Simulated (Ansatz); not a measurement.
# Cu: a strain scan

Aim: for Cu, see how energy and stress answer to the strain pattern (0, 1, 0, 0, 0, 0).

Computed with Ansatz 0.2.0 (DFT PBEsol, scalar-relativistic, plane waves, PAW, unless a step's input says otherwise).

## Step 1: Starting point

The structure is hexagonal, space group P6_3/mmc (No. 194). The conventional cell has a = 2.534 Å, b = 2.534 Å, c = 4.113 Å, α = 90.00°, β = 90.00°, γ = 120.00°. Cu (site symmetry -6m2) has 12 Cu at 2.52 to 2.53 Å in its first shell of neighbours.

As a file:

```cif
data_structure
_symmetry_space_group_name_H-M 'P 1'
_symmetry_Int_Tables_number 1
_cell_length_a 2.5341
_cell_length_b 2.5341
_cell_length_c 4.1126
_cell_angle_alpha 90.000
_cell_angle_beta 90.000
_cell_angle_gamma 120.000
_cell_volume 22.87
loop_
_atom_site_label
_atom_site_type_symbol
_atom_site_fract_x
_atom_site_fract_y
_atom_site_fract_z
_atom_site_occupancy
Cu1 Cu 0.33333 0.66667 0.25000 1
Cu2 Cu 0.66667 0.33333 0.75000 1
```

It goes back to an entry of the Materials Project, which need not be the stable form.

No relaxation comes first: the listed cell is the starting point.

## Step 2: The reference cell

Reference values: F = -13177.5302 eV; pressure -1.59 GPa; largest force 0.000 eV/Å; gap on the mesh none (metal). It was computed beforehand with the settings of the runs below.

## Step 3: Setting up a strain scan

The cell is strained by ε times the Voigt pattern (0, 1, 0, 0, 0, 0) (xx, yy, zz, yz, xz, xy; engineering shear), with fractional coordinates fixed (clamped ions). The stress on the pattern is the sum of the stress components weighted by it, tension positive.

## Step 4: ε = -0.0400

input.yaml

```yaml
crystal:
  lattice:
    - [2.5340966698, 0.0, 0.0]
    - [-1.2670483349, 2.106808408, 0.0]
    - [0.0, 0.0, 4.112571]
  atoms:
    - { symbol: Cu, position: [0.3333333333, 0.6666666667, 0.25] }
    - { symbol: Cu, position: [0.6666666667, 0.3333333333, 0.75] }
basis:
  ecutwfc: 420
kpoints:
  mp_grid: { grid: [24, 24, 12] }
hamiltonian:
  xc: pbesol
scf:
  occupations: { method: gaussian, width: 0.15 }
output:
  forces: true
  stress: true
  eigenvalues: true
```

Launch:

```bash
$ ansatz run input.yaml --threads 1 --pin off --max-ram 2560MiB --backend cpu --events-out ev --progress --plain --runs-dir out
```

## Step 5: ε = 0.0300

input.yaml: that of step 4 with these lines changed.

```diff
@@ -3,3 +3,3 @@
     - [2.5340966698, 0.0, 0.0]
-    - [-1.2670483349, 2.106808408, 0.0]
+    - [-1.2670483349, 2.2604298544, 0.0]
     - [0.0, 0.0, 4.112571]
```

## Step 6: ε = -0.0200

input.yaml: that of step 5 with these lines changed.

```diff
@@ -3,3 +3,3 @@
     - [2.5340966698, 0.0, 0.0]
-    - [-1.2670483349, 2.2604298544, 0.0]
+    - [-1.2670483349, 2.1507002499, 0.0]
     - [0.0, 0.0, 4.112571]
```

## Step 7: At ε = 0.0100

input.yaml: that of step 6 with these lines changed.

```diff
@@ -3,3 +3,3 @@
     - [2.5340966698, 0.0, 0.0]
-    - [-1.2670483349, 2.1507002499, 0.0]
+    - [-1.2670483349, 2.2165380126, 0.0]
     - [0.0, 0.0, 4.112571]
```

## Step 8: At ε = 0.0400

input.yaml: that of step 7 with these lines changed.

```diff
@@ -3,3 +3,3 @@
     - [2.5340966698, 0.0, 0.0]
-    - [-1.2670483349, 2.2165380126, 0.0]
+    - [-1.2670483349, 2.2823757754, 0.0]
     - [0.0, 0.0, 4.112571]
```

## Step 9: ε = -0.0300

input.yaml: that of step 8 with these lines changed.

```diff
@@ -3,3 +3,3 @@
     - [2.5340966698, 0.0, 0.0]
-    - [-1.2670483349, 2.2823757754, 0.0]
+    - [-1.2670483349, 2.1287543289, 0.0]
     - [0.0, 0.0, 4.112571]
```

## Step 10: At ε = 0.0200

input.yaml: that of step 9 with these lines changed.

```diff
@@ -3,3 +3,3 @@
     - [2.5340966698, 0.0, 0.0]
-    - [-1.2670483349, 2.1287543289, 0.0]
+    - [-1.2670483349, 2.2384839335, 0.0]
     - [0.0, 0.0, 4.112571]
```

## Step 11: Point ε = -0.0100

input.yaml: that of step 10 with these lines changed.

```diff
@@ -3,3 +3,3 @@
     - [2.5340966698, 0.0, 0.0]
-    - [-1.2670483349, 2.2384839335, 0.0]
+    - [-1.2670483349, 2.1726461708, 0.0]
     - [0.0, 0.0, 4.112571]
```

## Step 12: At ε = 0.0350

input.yaml: that of step 11 with these lines changed.

```diff
@@ -3,3 +3,3 @@
     - [2.5340966698, 0.0, 0.0]
-    - [-1.2670483349, 2.1726461708, 0.0]
+    - [-1.2670483349, 2.2714028149, 0.0]
     - [0.0, 0.0, 4.112571]
```

(Steps that only read results are left out.)

What does the calculation give? Wanted: slope of the stress at ε = 0, over ±0.0100.

**Answer**, as computed:

| quantity | value |
| --- | --- |
| slope of the stress at ε = 0, over ±0.0100 | 256 GPa |

The slope of the stress at zero strain, 256 GPa, estimates C22 with clamped ions in this Cartesian frame; letting the atoms relax could not make it stiffer. The reference stands under -1.6 GPa, so this is no zero-stress constant. The energy drops below the reference, by 0.7 meV/atom at ε = -0.0100; the cell was taken as given and not relaxed at this level.
